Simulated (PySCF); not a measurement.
# PbF: from the state search to spectroscopic constants

One table from this session's results is given with a row withheld; the runs are named, their logs left out.

The runs use PySCF 2.14.0; Pb x2c-TZVPPall, F x2c-TZVPPall, spin-free X2C with a Gaussian nucleus.

Set-up of the first run:

Settings of the job:

* atoms: Pb, F
* charge: 0
* basis: Pb x2c-TZVPPall, F x2c-TZVPPall
* Hamiltonian: spin-free X2C with a Gaussian nucleus
* basis functions: 114
* electrons treated: 91
* masses in u: 207.9766, 18.9984
* levels: PBE0, PBE, r²SCAN, revPBE, BHandHLYP, r²SCAN0, TPSS, LC-ωPBE, HF, MP2, SCS-MP2, CCSD, CCSD(T)
* grid: 80 radial by 434 angular points
* occupations: held fixed by the projection of orbital angular momentum
* dissociation limit: Pb + F, each in its ground configuration
* starting distance in angstrom: 2.010
* values of 2S to try: 1, 3

Started as:

```
$ OMP_NUM_THREADS=2 python dia.py task.json out
```

Among the steps run: Input; First curve: PBE0; Other states along the same grid; PBE (GGA); r²SCAN (meta-GGA); revPBE; BHandHLYP (global hybrid GGA); r²SCAN0; TPSS (meta-GGA); LC-ωPBE (range-separated hybrid); UHF (mean field); Adding correlation.

One of the session's tables, all rows but one given; the rest of the session is left out.

Energy (eV) from each level's lowest point:

| R (Å) | UHF | UHF-MP2 | UHF-SCS-MP2 | UHF-CCSD | UHF-CCSD(T) |
| --- | --- | --- | --- | --- | --- |
| 1.766 | 1.092 | 1.196 | 1.232 | n/a | n/a |
| 1.849 | 0.449 | 0.520 | 0.545 | 0.503 | 0.520 |
| 1.931 | 0.120 | 0.159 | 0.173 | 0.149 | 0.159 |
| 1.992 | ? | ? | ? | ? | ? |
| 2.054 | 0.000 | 0.000 | 0.000 | 0.000 | 0.000 |
| 2.116 | 0.048 | 0.033 | 0.027 | 0.037 | 0.033 |
| 2.198 | 0.183 | 0.152 | 0.137 | 0.160 | 0.151 |
| 2.300 | 0.423 | 0.379 | 0.355 | 0.391 | 0.375 |
| 2.424 | 0.766 | 0.716 | 0.682 | 0.728 | 0.707 |
| 2.588 | 1.256 | 1.208 | 1.163 | n/a | n/a |

**Question.** Estimate the row for R (Å) = 1.992.

Worked estimate for «UHF». A straight line through the neighbours (1.931, 0.120) and (2.054, 0.000) gives 0.120 + (0.000 − 0.120) × (1.992 − 1.931) / (2.054 − 1.931) = 0.060; a parabola fitted to 4 rows on both sides gives 0.012.

**Answer.** UHF: 0.016; UHF-MP2: 0.034; UHF-SCS-MP2: 0.041; UHF-CCSD: 0.030; UHF-CCSD(T): 0.034. In «UHF» the line misses by +0.044 and the parabola by -0.004.
